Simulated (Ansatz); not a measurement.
# Ru (P6_3/mmc): surface slab, by script

A script is to give a surface slab; the system is Ru (P6_3/mmc).

Program: Ansatz 0.2.0, driven from Python. Level of theory: DFT r2SCAN, plane waves, PAW. These are calculated values, not measurements.

## 1. The system

Symmetry: P6_3/mmc, No. 194, hexagonal system. The conventional cell has a = 2.706 Å, b = 2.706 Å, c = 4.282 Å, α = 90.00°, β = 90.00°, γ = 120.00°. Ru (site symmetry -6m2) is surrounded by 12 Ru at 2.65 to 2.71 Å.

The script reads ru.vasp:

```text
Ru
1.0
   2.70580000    0.00000000    0.00000000
  -1.35290000    2.34329154    0.00000000
   0.00000000    0.00000000    4.28190000
Ru
2
Direct
   0.33333333    0.66666667    0.25000000
   0.66666667    0.33333333    0.75000000
```

## 2. The script

The input, slab_ru.py:

```python
"""A surface of Ru: energy and work function."""

import ansatz as az
from ase.build import surface
from ase.io import read
import numpy as np

atoms = read("ru.vasp", format="vasp")
# Miller indices count the vectors of the cell as typed
slab = surface(atoms, (0, 0, 1), 2, vacuum=8.0)
slab.pbc = True

print(slab.get_chemical_formula(), "area {:.3f} A^2, cell height {:.2f} A".format(np.linalg.norm(np.cross(slab.cell[0], slab.cell[1])), slab.cell[2, 2]))


def prepared(structure):
    return (
        az.Crystal.from_ase(structure).calculation()
        .functional(az.Functional.R2SCAN)
        .occupations("fermi_dirac")
    )


job = prepared(slab)
job = job.kpoints(8, 8, 1).electric_field(axis=3, dipole_correction=True)
job = job.relax(force_tolerance=0.03, max_steps=30)
out = job.run()
data = out.report

print(f"slab free energy {data['free_energy_ev']:.4f} eV, Fermi level {data['fermi_energy_ev']:.3f} eV")
face = data["work_function"]
print("work function (eV), upper and lower face:", *(round(face[k], 3) for k in ("phi_plus_ev", "phi_minus_ev") if face.get(k) is not None))
print(f"dipole {face['dipole_moment_e_ang']:+.4f} e A")

# surface energy from the bulk energy at the same settings
bulk = prepared(atoms).kpoints(11, 11, 6).run().report
excess = data["free_energy_ev"] - bulk["free_energy_ev"] * len(slab) / len(atoms)
area = np.linalg.norm(np.cross(slab.cell[0], slab.cell[1]))
print(f"mean surface energy {excess / (2 * area) * 16.02177:.3f} J/m^2 ({1000 * excess / (2 * area):.1f} meV/A^2)")

print("atom   z before  z after (A)")
for atom, site in zip(slab, out.lattice.sites):
    print(f"{atom.symbol:3s} {atom.z:9.3f} {site.position_ang[2]:9.3f}")
```

## 3. The calls as engine input

The package turns the script's settings into the engine's input (first run):

```yaml
crystal:
  lattice:
    - [2.7058, 0.0, 0.0]
    - [-1.3529, 2.34329154, 0.0]
    - [0.0, -0.0, 22.42285]
  atoms:
    - { symbol: Ru, position: [0.33333332999999987, 0.66666667, 0.3567789107985827] }
    - { symbol: Ru, position: [0.66666667, 0.33333333, 0.4522596369328609] }
    - { symbol: Ru, position: [0.33333332999999987, 0.66666667, 0.5477403630671391] }
    - { symbol: Ru, position: [0.66666667, 0.33333333, 0.6432210892014173] }
kpoints:
  mp_grid:
    grid: [8, 8, 1]
hamiltonian:
  xc: r2scan
efield:
  axis: 3
  dipole_correction: true
scf:
  occupations:
    method: fermi_dirac
relax:
  f_tol: 0.03
  max_steps: 30
```

## 4. Launch

Run with:

```
> python slab_ru.py
```

**Question.** What results will this script give? Wanted: mean surface energy; moves of the relaxation of run 1; energy gained in run 1; last largest force component of run 1; vacuum level less Fermi level, upper / lower face.

As calculated:

| quantity | value |
| --- | --- |
| mean surface energy | 2.790 J/m² |
| runs compared | 2 |
| moves of the relaxation of run 1 | 3 |
| energy gained in run 1 | 21.3 meV/atom |
| last largest force component of run 1 | 0.0009 eV/Å |
| vacuum level less Fermi level, upper / lower face (run 1) | 4.94 / 4.94 eV |

What this shows: Miller indices refer to the cell that the script starts from. The surface energy is the mean of both faces of a thin slab, not converged with thickness. Run 1: After 3 moves the largest shift is 0.081 Å. Both faces give the same value. What to keep in mind:
- For a metal this k-point mesh is coarse: on a finer one energies can move by several to tens of meV an atom and pressures by half a GPa or more, differences at one mesh by less.
- An absolute Fermi energy rests on an arbitrary zero of the periodic potential and has no direct meaning.
- The slab is thin and cut from the structure as given; a cut can leave two unlike or polar faces, and the surface energy is then their mean. Miller indices refer to the vectors of the cell as typed, and the lattice isn't relaxed for this functional, so relaxation and surface energy can hold strain.
